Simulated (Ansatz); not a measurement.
# ZrZnF6: the cost of one run

Method: DFT PBEsol, scalar-relativistic, plane waves, PAW, in Ansatz 0.2.0.

**1. The starting structure**

Symmetry: Fm-3m, No. 225, cubic system. Conventional cell: a = 8.058 Å, b = 8.058 Å, c = 8.058 Å, α = 90.00°, β = 90.00°, γ = 90.00°. Around Zr (site symmetry m-3m) lie 6 F at 2.01 Å. Zn (site symmetry m-3m) is surrounded by 6 F at 2.02 Å. F (site symmetry 4mm) has 1 Zr at 2.01 Å and 1 Zn at 2.02 Å as nearest neighbours.

Coordinates:

```xyz
8
Lattice="0.0000 4.0289 4.0289 4.0289 0.0000 4.0289 4.0289 4.0289 0.0000" Properties=species:S:1:pos:R:3 pbc="T T T"
Zr    0.0000    0.0000    0.0000
Zn    4.0289    4.0289    4.0289
F     2.0133    4.0289    4.0289
F     6.0445    4.0289    4.0289
F     4.0289    2.0133    4.0289
F     4.0289    6.0445    4.0289
F     4.0289    4.0289    2.0133
F     4.0289    4.0289    6.0445
```

Source of the structure: the Materials Project (structure only).

**2. Probe: one point at the start**

File input.yaml:

```yaml
crystal:
  lattice:
    - [0.0, 4.0288961, 4.0288961]
    - [4.0288961, 0.0, 4.0288961]
    - [4.0288961, 4.0288961, 0.0]
  atoms:
    - { symbol: Zr, position: [0.0, 0.0, 0.0] }
    - { symbol: Zn, position: [0.5, 0.5, 0.5] }
    - { symbol: F, position: [0.75013986, 0.24986014, 0.24986014] }
    - { symbol: F, position: [0.24986014, 0.75013986, 0.75013986] }
    - { symbol: F, position: [0.24986014, 0.75013986, 0.24986014] }
    - { symbol: F, position: [0.75013986, 0.24986014, 0.75013986] }
    - { symbol: F, position: [0.24986014, 0.24986014, 0.75013986] }
    - { symbol: F, position: [0.75013986, 0.75013986, 0.24986014] }
basis:
  ecutwfc: 420
kpoints:
  mp_grid: { grid: [4, 4, 4] }
hamiltonian:
  xc: pbesol
scf:
  occupations: { method: gaussian, width: 0.1 }
output:
  forces: true
  stress: true
  eigenvalues: true
```

On the command line:

```sh
ansatz run input.yaml --threads 4 --pin off --max-ram 5120MiB --backend cpu --events-out ev --progress --plain --runs-dir out
```

Q: Estimate wall time and peak memory on 4 threads of an x86-64 CPU, shared host.

About 1.2 s, with a peak of 0.53 GiB.
